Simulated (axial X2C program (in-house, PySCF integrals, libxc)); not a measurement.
# HfB: properties at the nuclei

Wanted for HfB: properties at the nuclei, at the two-component level.

Computed with an in-house X2C program for linear molecules on PySCF integrals. Level: two-component X2C with atomic mean-field terms, Hf dyall-cv3z, B dyall-v3z.

All values are calculated.

## (1) Input

Input file task.json:

```json
{
 "zs": [
  72,
  5
 ],
 "q": 0,
 "bas": [
  "dyall-cv3z",
  "dyall-v3z"
 ],
 "r0": 2.37,
 "levels": [
  "PBE0",
  "HF",
  "LDA",
  "BP86",
  "BHandHLYP"
 ],
 "nst": 3
}
```

Keys: zs atomic numbers; q charge; bas basis sets; r0 starting distance in Å; levels methods (HF also brings MP2); nst determinants followed.

Launch:

```console
python soeom.py task.json out
```

The runs that follow: Expectation values, lowest determinant; Expectation values, a higher determinant; Expectation values, a higher determinant.

Q: Predict the outcome of this session. Wanted: lowest determinant; Eeff magnitude; Ws magnitude Hf; A∥/gI Hf; qzz Hf; higher determinant (for each run or level that gives them).

As calculated:

```
                                        quantity                                                  value
                              lowest determinant                Ω = 3/2 (excess of +ω over −ω: ω = 3/2)
                    Eeff magnitude (GV/cm), PBE0                                                   13.2
                     Ws magnitude Hf (kHz), PBE0                                                   9.98
                            A∥/gI Hf (MHz), PBE0                                                    124
                             qzz Hf (a.u.), PBE0                                                  -7.05
                              higher determinant                Ω = 1/2 (excess of +ω over −ω: ω = 1/2)
Eeff magnitude (GV/cm), PBE0, higher determinant                                                   25.6
 Ws magnitude Hf (kHz), PBE0, higher determinant                                                   41.5
        A∥/gI Hf (MHz), PBE0, higher determinant                                                   7900
         qzz Hf (a.u.), PBE0, higher determinant                                                  -2.39
                              higher determinant  Ω = 1/2 (excess of +ω over −ω: 2 × ω = -1/2, ω = 3/2)
Eeff magnitude (GV/cm), PBE0, higher determinant                                                   13.3
 Ws magnitude Hf (kHz), PBE0, higher determinant                                                   22.8
        A∥/gI Hf (MHz), PBE0, higher determinant                                                   -568
         qzz Hf (a.u.), PBE0, higher determinant                                                  -6.79
```

**Reading.** In the first state, the effective field runs from 4.06 to 84.5 GV/cm over the mean-field levels, so the levels don't agree on it. The expectation values come from single determinants, which for open shells can mix terms of unlike spin or miss the lowest Ω, so a determinant need not be a state. Eeff is the effective electric field on the electron dipole moment in this Ω state and Ws the scalar–pseudoscalar constant (defined with the proton number Z and per Ω); A∥ is the parallel hyperfine constant, which follows by multiplying with the nuclear g factor gI = μI/(I μN); qzz is the electric field gradient, eQq0 = 234.96 MHz × Q/barn × qzz; μ is positive if B is the positive end. The operators were transformed with the bare-nucleus X2C matrices.
